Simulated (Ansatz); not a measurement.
# BF2H3S: the cost of one run

Method: RKS revPBE-D4/6-31G*, in Ansatz 0.2.0.

### 1 The starting structure

Bond lengths: B1–F3 1.320 Å, B1–F4 1.320 Å, B1–S5 2.190 Å, S5–H6 1.400 Å, S5–H7 1.549 Å. Angles: F3–B1–F4 120.0°, F3–B1–S5 97.0°, F4–B1–S5 101.2°, B1–S5–H6 109.5°, B1–S5–H7 57.4°, H6–S5–H7 144.6°.

Structure file:

```xyz
7

B     0.0000    0.0000    0.0000
H     0.0000    0.0000    1.5400
F     1.1431    0.0000   -0.6600
F    -1.1431    0.0000   -0.6600
S     0.0915   -2.0763    0.6906
H    -0.6660   -2.8867   -0.1635
H     0.0385   -0.8742    1.6662
```

### 2 Pulling towards end A

Springs on the bonds that form and break draw the guess towards this end; the thresholds are loose.

input.yaml

```yaml
crystal:
  periodic: [false, false, false]
  atoms:
    - { symbol: B, position_ang: [0.0, 0.0, 0.0] }
    - { symbol: H, position_ang: [0.0, 0.0, 1.54] }
    - { symbol: F, position_ang: [1.1431, 0.0, -0.66] }
    - { symbol: F, position_ang: [-1.1431, 0.0, -0.66] }
    - { symbol: S, position_ang: [0.0915, -2.0763, 0.6906] }
    - { symbol: H, position_ang: [-0.666, -2.8867, -0.1635] }
    - { symbol: H, position_ang: [0.0385, -0.8742, 1.6662] }
basis:
  gaussian: { orbitals: "6-31G*" }
hamiltonian:
  xc: revpbe
  dispersion: d4
relax:
  f_tol: 0.15
  max_steps: 25
  restrain:
    - { distance: [0, 4], at: 3.09, k: 30.0 }
    - { distance: [6, 1], at: 1.86, k: 30.0 }
    - { distance: [0, 1], at: 1.19, k: 30.0 }
    - { distance: [6, 4], at: 1.4, k: 30.0 }
```

Run with:

```console
ansatz run input.yaml --threads 1 --pin off --max-ram 2048MiB --backend cpu --events-out ev --progress --plain --runs-dir out
```

What time and memory should one allow on 1 thread of Arm Neoverse V1, shared host?

About 25 s, with a peak of 0.13 GiB.
